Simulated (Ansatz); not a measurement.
# Manganese, diamond under BLYP: from relaxation to bulk modulus

Aim: take manganese in the diamond structure, relax it, solve it on a dense k-mesh, then scale the cell to 7 volumes from 88 to 112 % of the relaxed one and try a fit of the equation of state. The start is ferromagnetic. The k-meshes are 11×11×11 for the relaxation; 18×18×18 for the dense run; 12×12×12 for the volumes.

Computed with Ansatz 0.2.0 (DFT BLYP, plane waves (420 eV) with PAW, scalar-relativistic; PAW files made under PBE, frozen cores solved again for the functional, unless a step says otherwise).

## 1. The starting structure

Symmetry: Fd-3m, No. 227, cubic system. Conventional cell: a = 5.025 Å, b = 5.025 Å, c = 5.025 Å, α = 90.00°, β = 90.00°, γ = 90.00°. Mn (site symmetry -43m) has 4 Mn at 2.18 Å as nearest neighbours.

As a file:

```cif
data_structure
_symmetry_space_group_name_H-M 'P 1'
_symmetry_Int_Tables_number 1
_cell_length_a 3.5533
_cell_length_b 3.5533
_cell_length_c 3.5533
_cell_angle_alpha 60.000
_cell_angle_beta 60.000
_cell_angle_gamma 60.000
_cell_volume 31.72
loop_
_atom_site_label
_atom_site_type_symbol
_atom_site_fract_x
_atom_site_fract_y
_atom_site_fract_z
_atom_site_occupancy
Mn1 Mn 0.12500 0.12500 0.12500 1
Mn2 Mn 0.87500 0.87500 0.87500 1
```

Starting moments (μB): +3 ×2.

## 2. Relaxation of the cell

File input.yaml:

```yaml
crystal:
  lattice:
    - [0.0, 2.5125686141, 2.5125686141]
    - [2.5125686141, 0.0, 2.5125686141]
    - [2.5125686141, 2.5125686141, 0.0]
  atoms:
    - { symbol: Mn, position: [0.125, 0.125, 0.125], spin: 3.0 }
    - { symbol: Mn, position: [0.875, 0.875, 0.875], spin: 3.0 }
hamiltonian:
  xc: blyp
  pseudopotentials:
    kind: paw
    azcp:
      Mn: "pseudopotentials/Mn.paw.azcp"
basis:
  ecutwfc: 420
  fft_grid_basis: typed
kpoints:
  mp_grid: { grid: [11, 11, 11], shift: [0, 0, 0] }
magnetization:
  spin_polarized: true
scf:
  occupations: { method: fermi_dirac, width: 0.05 }
relax:
  max_steps: 60
  f_tol: 0.01
  cell: {}
```

Further steps of the session: Single point on a dense mesh; Volume × 0.88; Volume × 0.92; Volume × 0.96; Volume × 1.0; Volume × 1.04; Volume × 1.08; Volume × 1.12.

Q: Predict the outcome of this session. Wanted: space group; conventional cell; volume; shortest distance; gap on the mesh; magnetic state; relative to alpha-Mn; V₀, B₀, B₀′.

The runs gave:

| quantity | value |
| --- | --- |
| space group (spins left aside) | Fd-3m (No. 227) |
| conventional cell | a = 5.015 Å |
| volume | 15.767 Å³/atom |
| shortest distance | 2.172 Å |
| gap on the mesh | none (levels filled in part) |
| magnetic state | antiferromagnetic, up to 1.53 μB per atom |
| relative to alpha-Mn (A12), ferrimagnetic | +983 meV/atom |
| V₀, B₀, B₀′ | 17.599 Å³/atom, 50 GPa, 6.4 |

In words: From the guessed start the volume shrank by 0.6 % in 4 steps. Against the reference form of manganese (alpha-Mn (A12), ferrimagnetic, computed apart with the same settings) it stands 983 meV/atom higher. The final state is antiferromagnetic (largest moment 1.53 μB). That is not the order it started in. Levels at the Fermi energy are filled in part, as in a metal. The moment runs from 0.73 to 2.11 μB across the volumes, and this change enters B₀ and B₀′. B₀ comes out at 50 GPa. Relaxation kept the symmetry; phonons were not checked.
